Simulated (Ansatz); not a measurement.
Born–Oppenheimer molecular dynamics of a periodic cell of 16 atoms, MnCuAg₂O₄ (host MnCuAg2O4, host structure P2/m). It goes on from the last frame of an earlier run, with new velocities.

The calculation used DFT LDA, scalar-relativistic, plane waves, PAW (Ansatz 0.2.0). Settings: accuracy low, cutoff 420 eV, k mesh 2x2x2, fermi-dirac smearing 0.05 eV, spin collinear.

```
ensemble                      : NVE (velocity Verlet)
time step                     : 1 fs
steps asked                   : 170
starting velocities drawn for : 1440 K
seed                          : 878862
```

Frames 2 fs apart, positions in Å, forces in eV/Å.

Velocities at 40 fs (Å/ps):

```
Mn 2.49 4.40 -4.14
Cu -4.27 -9.43 4.09
Ag -1.71 2.81 -1.87
Ag 0.82 -2.71 -0.51
O -1.63 -4.56 -2.80
O 2.70 -4.21 -9.01
O 11.46 7.92 15.19
O -6.67 -0.28 -3.12
Mn -5.42 -1.39 0.76
Cu 4.17 3.57 2.46
Ag 2.06 1.12 1.27
Ag 1.20 -3.37 -1.39
O 4.92 -0.36 2.85
O -13.05 16.63 2.64
O -7.00 7.04 -0.68
O 3.75 5.27 -2.56
```

```xyz
16
Lattice="-5.3845 -3.1320 0.0000 5.3845 -3.1320 0.0000 -1.8252 0.0000 6.3718" Properties=species:S:1:pos:R:3:forces:R:3 time_fs=40 energy_less_start_eV=0.768 T=1044
Mn -0.928 -1.518 2.873 0.12 -0.22 1.08
Cu 1.701 -3.233 3.204 0.44 0.50 0.59
Ag -0.243 -2.805 -0.191 0.38 -0.74 -0.31
Ag 2.763 -1.962 0.224 -0.30 0.35 -0.83
O 0.711 -1.883 4.328 -0.03 0.44 -0.65
O 3.806 -3.186 4.090 0.11 0.03 0.39
O -2.634 -4.930 2.303 -0.06 -0.12 -0.09
O -0.589 -3.171 1.816 1.13 0.05 1.98
Mn -0.950 -4.582 3.226 -0.66 -2.21 -1.27
Cu -3.728 -3.341 3.474 -0.24 -0.38 -0.47
Ag 0.255 0.150 -0.001 -0.47 -0.70 -0.22
Ag -2.818 -1.616 -0.181 0.84 0.33 1.88
O 0.608 -4.574 4.269 0.17 -0.08 -2.85
O -1.838 -3.339 4.072 -0.64 1.52 0.73
O -2.334 -1.529 1.853 -1.37 0.85 0.56
O -5.399 -3.232 2.248 0.58 0.39 -0.52
16
Lattice="-5.3845 -3.1320 0.0000 5.3845 -3.1320 0.0000 -1.8252 0.0000 6.3718" Properties=species:S:1:pos:R:3:forces:R:3 time_fs=42 energy_less_start_eV=0.740 T=1059
Mn -0.923 -1.509 2.866 -0.07 -0.34 1.09
Cu 1.693 -3.252 3.212 0.55 0.62 0.54
Ag -0.247 -2.799 -0.195 0.38 -0.76 -0.24
Ag 2.765 -1.967 0.223 -0.27 0.37 -0.65
O 0.708 -1.891 4.322 -0.03 0.46 -0.69
O 3.811 -3.194 4.072 0.12 0.05 0.54
O -2.612 -4.915 2.333 -0.29 -0.24 -0.39
O -0.601 -3.172 1.812 1.15 0.13 1.94
Mn -0.961 -4.585 3.227 -0.68 -1.82 -1.06
Cu -3.720 -3.333 3.479 -0.37 -0.35 -0.53
Ag 0.259 0.152 0.001 -0.47 -0.70 -0.25
Ag -2.816 -1.622 -0.184 0.83 0.37 1.96
O 0.618 -4.575 4.271 0.01 -0.15 -2.91
O -1.865 -3.304 4.079 -0.21 1.14 0.53
O -2.350 -1.514 1.853 -1.21 0.84 0.60
O -5.391 -3.221 2.242 0.56 0.39 -0.48
16
Lattice="-5.3845 -3.1320 0.0000 5.3845 -3.1320 0.0000 -1.8252 0.0000 6.3718" Properties=species:S:1:pos:R:3:forces:R:3 time_fs=44 energy_less_start_eV=0.716 T=1071
Mn -0.918 -1.501 2.858 -0.25 -0.46 1.08
Cu 1.685 -3.270 3.221 0.65 0.74 0.47
Ag -0.250 -2.794 -0.199 0.37 -0.79 -0.12
Ag 2.766 -1.972 0.222 -0.25 0.38 -0.53
O 0.704 -1.899 4.313 -0.02 0.46 -0.72
O 3.817 -3.202 4.056 0.14 0.06 0.68
O -2.590 -4.899 2.362 -0.57 -0.34 -0.67
O -0.610 -3.172 1.813 1.15 0.23 1.85
Mn -0.972 -4.590 3.228 -0.59 -1.46 -0.87
Cu -3.712 -3.327 3.483 -0.54 -0.30 -0.59
Ag 0.263 0.154 0.004 -0.46 -0.70 -0.27
Ag -2.813 -1.629 -0.186 0.81 0.42 1.93
O 0.628 -4.576 4.266 -0.13 -0.24 -2.80
O -1.892 -3.267 4.086 0.21 0.80 0.36
O -2.369 -1.497 1.853 -1.02 0.82 0.64
O -5.382 -3.209 2.235 0.51 0.36 -0.44
16
Lattice="-5.3845 -3.1320 0.0000 5.3845 -3.1320 0.0000 -1.8252 0.0000 6.3718" Properties=species:S:1:pos:R:3:forces:R:3 time_fs=46 energy_less_start_eV=0.703 T=1078
Mn -0.913 -1.493 2.852 -0.41 -0.56 1.07
Cu 1.677 -3.288 3.230 0.75 0.85 0.37
Ag -0.253 -2.789 -0.203 0.34 -0.81 0.03
Ag 2.768 -1.977 0.220 -0.23 0.38 -0.44
O 0.701 -1.905 4.304 -0.02 0.46 -0.75
O 3.823 -3.210 4.041 0.17 0.08 0.81
O -2.569 -4.885 2.390 -0.89 -0.41 -0.93
O -0.617 -3.171 1.818 1.14 0.34 1.71
Mn -0.984 -4.596 3.227 -0.37 -1.14 -0.69
Cu -3.704 -3.320 3.487 -0.75 -0.26 -0.67
Ag 0.267 0.156 0.006 -0.45 -0.69 -0.29
Ag -2.810 -1.635 -0.187 0.76 0.49 1.79
O 0.638 -4.578 4.255 -0.24 -0.36 -2.53
O -1.919 -3.227 4.094 0.59 0.53 0.23
O -2.389 -1.478 1.856 -0.82 0.79 0.68
O -5.371 -3.196 2.228 0.43 0.30 -0.39
16
Lattice="-5.3845 -3.1320 0.0000 5.3845 -3.1320 0.0000 -1.8252 0.0000 6.3718" Properties=species:S:1:pos:R:3:forces:R:3 time_fs=48 energy_less_start_eV=0.707 T=1075
Mn -0.908 -1.485 2.846 -0.54 -0.65 1.07
Cu 1.670 -3.305 3.239 0.84 0.98 0.24
Ag -0.256 -2.785 -0.206 0.32 -0.82 0.22
Ag 2.769 -1.982 0.218 -0.21 0.38 -0.39
O 0.697 -1.911 4.292 -0.01 0.45 -0.76
O 3.830 -3.218 4.029 0.19 0.12 0.92
O -2.550 -4.872 2.415 -1.28 -0.46 -1.19
O -0.620 -3.170 1.827 1.11 0.46 1.54
Mn -0.996 -4.602 3.227 -0.01 -0.87 -0.51
Cu -3.697 -3.313 3.491 -0.98 -0.21 -0.77
Ag 0.270 0.157 0.008 -0.45 -0.69 -0.31
Ag -2.806 -1.641 -0.187 0.71 0.55 1.57
O 0.647 -4.581 4.237 -0.35 -0.51 -2.12
O -1.944 -3.186 4.103 0.94 0.30 0.12
O -2.412 -1.457 1.860 -0.62 0.74 0.69
O -5.359 -3.183 2.219 0.33 0.23 -0.33
16
Lattice="-5.3845 -3.1320 0.0000 5.3845 -3.1320 0.0000 -1.8252 0.0000 6.3718" Properties=species:S:1:pos:R:3:forces:R:3 time_fs=50 energy_less_start_eV=0.734 T=1061
Mn -0.904 -1.478 2.842 -0.64 -0.72 1.07
Cu 1.663 -3.322 3.248 0.95 1.14 0.08
Ag -0.259 -2.780 -0.210 0.29 -0.82 0.43
Ag 2.770 -1.987 0.216 -0.20 0.37 -0.36
O 0.694 -1.915 4.279 -0.01 0.43 -0.77
O 3.837 -3.226 4.018 0.22 0.16 1.01
O -2.535 -4.860 2.438 -1.72 -0.49 -1.43
O -0.621 -3.168 1.841 1.08 0.56 1.34
Mn -1.009 -4.609 3.225 0.48 -0.63 -0.31
Cu -3.690 -3.307 3.494 -1.22 -0.18 -0.86
Ag 0.274 0.158 0.010 -0.44 -0.68 -0.33
Ag -2.803 -1.647 -0.187 0.64 0.62 1.31
O 0.655 -4.585 4.215 -0.45 -0.69 -1.62
O -1.967 -3.144 4.112 1.25 0.12 0.02
O -2.437 -1.434 1.865 -0.42 0.68 0.69
O -5.346 -3.169 2.209 0.20 0.13 -0.27
16
Lattice="-5.3845 -3.1320 0.0000 5.3845 -3.1320 0.0000 -1.8252 0.0000 6.3718" Properties=species:S:1:pos:R:3:forces:R:3 time_fs=52 energy_less_start_eV=0.784 T=1036
Mn -0.901 -1.471 2.837 -0.71 -0.77 1.08
Cu 1.657 -3.338 3.258 1.07 1.32 -0.13
Ag -0.262 -2.776 -0.214 0.26 -0.82 0.66
Ag 2.771 -1.992 0.214 -0.20 0.36 -0.35
O 0.690 -1.918 4.263 -0.01 0.40 -0.76
O 3.845 -3.233 4.010 0.23 0.23 1.07
O -2.524 -4.849 2.457 -2.20 -0.51 -1.65
O -0.620 -3.164 1.857 1.02 0.65 1.12
Mn -1.020 -4.617 3.224 1.05 -0.43 -0.11
Cu -3.684 -3.301 3.497 -1.43 -0.16 -0.96
Ag 0.277 0.159 0.012 -0.43 -0.68 -0.35
Ag -2.799 -1.653 -0.186 0.56 0.67 1.05
O 0.663 -4.590 4.188 -0.55 -0.88 -1.07
O -1.987 -3.102 4.121 1.51 -0.02 -0.08
O -2.462 -1.410 1.873 -0.22 0.62 0.68
O -5.333 -3.155 2.199 0.06 0.01 -0.21
16
Lattice="-5.3845 -3.1320 0.0000 5.3845 -3.1320 0.0000 -1.8252 0.0000 6.3718" Properties=species:S:1:pos:R:3:forces:R:3 time_fs=54 energy_less_start_eV=0.850 T=1002
Mn -0.897 -1.464 2.834 -0.76 -0.81 1.11
Cu 1.652 -3.353 3.267 1.20 1.55 -0.37
Ag -0.264 -2.772 -0.217 0.23 -0.81 0.89
Ag 2.772 -1.996 0.212 -0.20 0.35 -0.35
O 0.687 -1.920 4.246 -0.01 0.37 -0.74
O 3.853 -3.240 4.005 0.24 0.31 1.12
O -2.518 -4.839 2.472 -2.64 -0.51 -1.81
O -0.616 -3.159 1.876 0.95 0.72 0.88
Mn -1.032 -4.625 3.223 1.61 -0.27 0.07
Cu -3.679 -3.295 3.499 -1.60 -0.16 -1.05
Ag 0.280 0.160 0.014 -0.42 -0.67 -0.38
Ag -2.795 -1.659 -0.185 0.49 0.72 0.82
O 0.669 -4.598 4.159 -0.66 -1.09 -0.51
O -2.003 -3.060 4.130 1.69 -0.12 -0.18
O -2.488 -1.384 1.882 -0.03 0.54 0.65
O -5.320 -3.140 2.188 -0.09 -0.12 -0.15
16
Lattice="-5.3845 -3.1320 0.0000 5.3845 -3.1320 0.0000 -1.8252 0.0000 6.3718" Properties=species:S:1:pos:R:3:forces:R:3 time_fs=56 energy_less_start_eV=0.915 T=968
Mn -0.895 -1.459 2.832 -0.78 -0.85 1.14
Cu 1.647 -3.367 3.276 1.34 1.81 -0.63
Ag -0.267 -2.769 -0.221 0.21 -0.79 1.11
Ag 2.773 -2.001 0.210 -0.21 0.34 -0.35
O 0.683 -1.921 4.227 -0.01 0.33 -0.71
O 3.861 -3.246 4.002 0.24 0.42 1.13
O -2.518 -4.830 2.482 -2.95 -0.48 -1.88
O -0.610 -3.152 1.897 0.86 0.77 0.64
Mn -1.042 -4.633 3.221 2.06 -0.17 0.20
Cu -3.675 -3.289 3.501 -1.68 -0.17 -1.13
Ag 0.283 0.160 0.016 -0.42 -0.67 -0.41
Ag -2.790 -1.664 -0.184 0.41 0.75 0.64
O 0.673 -4.608 4.128 -0.77 -1.28 0.01
O -2.016 -3.019 4.139 1.79 -0.20 -0.29
O -2.514 -1.357 1.892 0.15 0.45 0.60
O -5.307 -3.126 2.176 -0.24 -0.26 -0.09
16
Lattice="-5.3845 -3.1320 0.0000 5.3845 -3.1320 0.0000 -1.8252 0.0000 6.3718" Properties=species:S:1:pos:R:3:forces:R:3 time_fs=58 energy_less_start_eV=0.964 T=943
Mn -0.893 -1.454 2.830 -0.80 -0.87 1.20
Cu 1.643 -3.381 3.285 1.47 2.08 -0.89
Ag -0.270 -2.766 -0.223 0.20 -0.76 1.32
Ag 2.774 -2.005 0.208 -0.22 0.33 -0.34
O 0.680 -1.922 4.207 -0.01 0.28 -0.65
O 3.871 -3.251 4.002 0.23 0.54 1.13
O -2.526 -4.823 2.489 -3.06 -0.43 -1.82
O -0.601 -3.143 1.920 0.76 0.78 0.39
Mn -1.050 -4.642 3.220 2.30 -0.12 0.24
Cu -3.672 -3.283 3.501 -1.68 -0.20 -1.19
Ag 0.285 0.160 0.018 -0.42 -0.67 -0.44
Ag -2.786 -1.669 -0.183 0.33 0.77 0.51
O 0.675 -4.622 4.098 -0.85 -1.43 0.47
O -2.024 -2.978 4.147 1.81 -0.25 -0.41
O -2.540 -1.328 1.904 0.33 0.35 0.54
O -5.295 -3.112 2.165 -0.38 -0.40 -0.04
16
Lattice="-5.3845 -3.1320 0.0000 5.3845 -3.1320 0.0000 -1.8252 0.0000 6.3718" Properties=species:S:1:pos:R:3:forces:R:3 time_fs=60 energy_less_start_eV=0.984 T=933
Mn -0.891 -1.449 2.829 -0.80 -0.88 1.26
Cu 1.640 -3.393 3.293 1.56 2.33 -1.12
Ag -0.272 -2.763 -0.226 0.19 -0.73 1.50
Ag 2.775 -2.009 0.205 -0.23 0.33 -0.33
O 0.676 -1.922 4.184 -0.01 0.24 -0.57
O 3.880 -3.254 4.005 0.20 0.67 1.10
O -2.540 -4.817 2.491 -2.91 -0.35 -1.64
O -0.591 -3.133 1.943 0.64 0.76 0.14
Mn -1.057 -4.650 3.219 2.29 -0.12 0.17
Cu -3.670 -3.277 3.502 -1.60 -0.23 -1.23
Ag 0.288 0.160 0.019 -0.41 -0.67 -0.48
Ag -2.781 -1.674 -0.181 0.26 0.77 0.42
O 0.676 -4.638 4.069 -0.90 -1.52 0.86
O -2.027 -2.937 4.154 1.74 -0.30 -0.54
O -2.565 -1.299 1.917 0.51 0.23 0.46
O -5.283 -3.100 2.153 -0.52 -0.53 0.00
16
Lattice="-5.3845 -3.1320 0.0000 5.3845 -3.1320 0.0000 -1.8252 0.0000 6.3718" Properties=species:S:1:pos:R:3:forces:R:3 time_fs=62 energy_less_start_eV=0.979 T=935
Mn -0.890 -1.445 2.829 -0.80 -0.87 1.34
Cu 1.638 -3.403 3.300 1.59 2.53 -1.30
Ag -0.274 -2.760 -0.227 0.20 -0.69 1.64
Ag 2.776 -2.013 0.203 -0.25 0.33 -0.30
O 0.673 -1.921 4.161 -0.02 0.21 -0.47
O 3.891 -3.256 4.011 0.17 0.80 1.05
O -2.562 -4.811 2.489 -2.52 -0.26 -1.34
O -0.579 -3.120 1.967 0.51 0.70 -0.11
Mn -1.062 -4.659 3.218 2.06 -0.15 0.01
Cu -3.669 -3.271 3.501 -1.45 -0.28 -1.25
Ag 0.290 0.160 0.020 -0.41 -0.67 -0.52
Ag -2.777 -1.678 -0.179 0.19 0.77 0.37
O 0.674 -4.659 4.042 -0.89 -1.51 1.15
O -2.027 -2.897 4.159 1.61 -0.35 -0.67
O -2.589 -1.270 1.932 0.68 0.09 0.36
O -5.273 -3.089 2.142 -0.66 -0.66 0.04
```

Of the whole run (170 fs, mean temperature of the second half 1104 K): The conserved energy stayed within 0.062 meV per atom of its start (net change 0.011 meV per atom), so the integration is sound. A run of 0.17 ps of so small a system gives no equilibrium averages. No Hubbard correction was used and the magnetic state wasn't searched. Limits of this set-up: coarse k mesh, low accuracy level.

Time of the run: 29 min on 2 threads of Intel(R) Xeon(R) Platinum 8488C (Sapphire Rapids), on a shared host, peak memory 0.9 GiB.
